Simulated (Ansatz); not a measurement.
# CH6BFGeSi: one species, many methods

An exercise on one series of results from a longer session: the logs are not shown, and one member is left open.

The runs use Ansatz 0.2.0, Gaussian basis; functionals in def2-TZVPP, the program's frozen cores in correlated methods.

Plan: LDA (SPW92), PBE-D4, revPBE-D4, BLYP-D4, r2SCAN-D4, B97M-V, PBE0-D4, B3LYP-D4, r2SCANh-D4, r2SCAN0-D4, HSE06-D4, BHLYP-D4, CAM-B3LYP-D4, LC-ωPBE, ωB97X-V, ωB97M-V, B2PLYP, PBE-QIDH; CCSD(T)/def2-SVP; CCSD(T)/def2-TZVPP; MP2/def2-QZVPP; extrapolation to the limit; RPA on PBE.

### Structure used throughout

An earlier PBE0-D4 in a triple-zeta def2 set relaxation fixed the geometry.

SMILES `F[B]1C[SiH2][GeH2]1`, 11 atoms, charge 0, spin multiplicity 1.

Atoms are counted from 1 here; the program's logs count them from 0.

Bond lengths: F1–B2 1.318 Å, B2–C3 1.578 Å, B2–Ge5 2.112 Å, C3–Si4 1.908 Å, C3–H6 1.097 Å, C3–H7 1.097 Å, Si4–Ge5 2.393 Å, Si4–H8 1.488 Å, Si4–H9 1.488 Å, Ge5–H10 1.538 Å, Ge5–H11 1.538 Å. Angles: F1–B2–C3 124.2°, F1–B2–Ge5 132.0°, C3–B2–Ge5 103.8°, B2–C3–Si4 99.2°, B2–C3–H6 111.7°, B2–C3–H7 111.7°, Si4–C3–H6 114.2°, Si4–C3–H7 114.2°, H6–C3–H7 105.8°, C3–Si4–Ge5 84.8°, C3–Si4–H8 113.0°, C3–Si4–H9 113.0°, Ge5–Si4–H8 117.5°, Ge5–Si4–H9 117.6°, H8–Si4–H9 109.0°, B2–Ge5–Si4 72.2°, B2–Ge5–H10 118.0°, B2–Ge5–H11 118.0° and more.

Coordinates:

```mol
CH6BFGeSi
  3D, bonds by distance, orders not assigned

 11 11  0  0  0  0  0  0  0  0999 V2000
   -2.0097    0.8790    1.5023 F   0  0
   -1.0090    0.4125    0.7834 B   0  0
   -0.4412    1.1159   -0.5106 C   0  0
    0.9367   -0.1267   -0.9547 Si  0  0
    0.1923   -1.3131    0.9857 Ge  0  0
   -0.0811    2.1298   -0.2967 H   0  0
   -1.2120    1.2288   -1.2829 H   0  0
    0.7315   -0.7753   -2.2779 H   0  0
    2.2975    0.4736   -0.9148 H   0  0
    1.1364   -1.3977    2.1965 H   0  0
   -0.4761   -2.6840    0.7903 H   0  0
  1  2  8  0
  2  3  8  0
  3  4  8  0
  4  5  8  0
  3  6  8  0
  3  7  8  0
  4  8  8  0
  4  9  8  0
  5 10  8  0
  5 11  8  0
  2  5  8  0
M  END
```

Set-up of the first run:

in.yaml

```yaml
crystal:
  periodic: [false, false, false]
  atoms:
    - {symbol: F, position_ang: [-2.009710, 0.879001, 1.502291]}
    - {symbol: B, position_ang: [-1.008966, 0.412537, 0.783443]}
    - {symbol: C, position_ang: [-0.441228, 1.115942, -0.510595]}
    - {symbol: Si, position_ang: [0.936732, -0.126721, -0.954687]}
    - {symbol: Ge, position_ang: [0.192334, -1.313060, 0.985746]}
    - {symbol: H, position_ang: [-0.081081, 2.129779, -0.296675]}
    - {symbol: H, position_ang: [-1.211977, 1.228849, -1.282929]}
    - {symbol: H, position_ang: [0.731487, -0.775304, -2.277904]}
    - {symbol: H, position_ang: [2.297509, 0.473600, -0.914821]}
    - {symbol: H, position_ang: [1.136397, -1.397729, 2.196505]}
    - {symbol: H, position_ang: [-0.476097, -2.683993, 0.790324]}
basis:
  gaussian: {orbitals: def2-TZVPP}
hamiltonian: {xc: lda}
output: {orbitals: {seedname: orbitals}}
```

Among the steps run: LDA; PBE-D4 (GGA); revPBE-D4 (GGA); BLYP-D4 (GGA); r2SCAN-D4 (meta-GGA); B97M-V (meta-GGA); PBE0-D4 (hybrid); B3LYP-D4 (hybrid); r2SCANh-D4 (hybrid); r2SCAN0-D4 (hybrid); HSE06-D4 (hybrid); BHLYP-D4 (hybrid); CAM-B3LYP-D4 (range-separated); LC-ωPBE (range-separated); ωB97X-V (range-separated); ωB97M-V (range-separated); B2PLYP (double hybrid); PBE-QIDH (double hybrid).

One of the session's tables, all rows but one given; the rest of the session is left out.

It belongs to the step «Frontier levels by functional». 

```
  functional  HOMO (eV)  LUMO (eV)  gap (eV)
 LDA (SPW92)      -6.21      -2.80      3.41
      PBE-D4      -6.08      -2.59      3.48
   revPBE-D4      -6.02      -2.50      3.52
     BLYP-D4      -5.93      -2.42      3.51
   r2SCAN-D4      -6.31      -2.35      3.96
      B97M-V      -6.37      -2.40      3.96
     PBE0-D4      -7.15      -1.68      5.47
    B3LYP-D4      -6.95      -1.85      5.10
  r2SCANh-D4      -6.71      -2.03      4.68
  r2SCAN0-D4      -7.30      -1.55      5.75
    HSE06-D4      -6.76      -2.06      4.70
    BHLYP-D4      -8.10      -0.64      7.46
CAM-B3LYP-D4      -8.39      -0.51      7.88
     LC-ωPBE      -9.66       0.64     10.30
     ωB97X-V          ?          ?         ?
     ωB97M-V      -9.17       0.32      9.49
```

**Question.** Estimate the row for ωB97X-V.

The run gave: HOMO (eV): -9.35; LUMO (eV): 0.52; gap (eV): 9.87. In the column «HOMO (eV)» it lies between LC-ωPBE (-9.66) and ωB97M-V (-9.17).
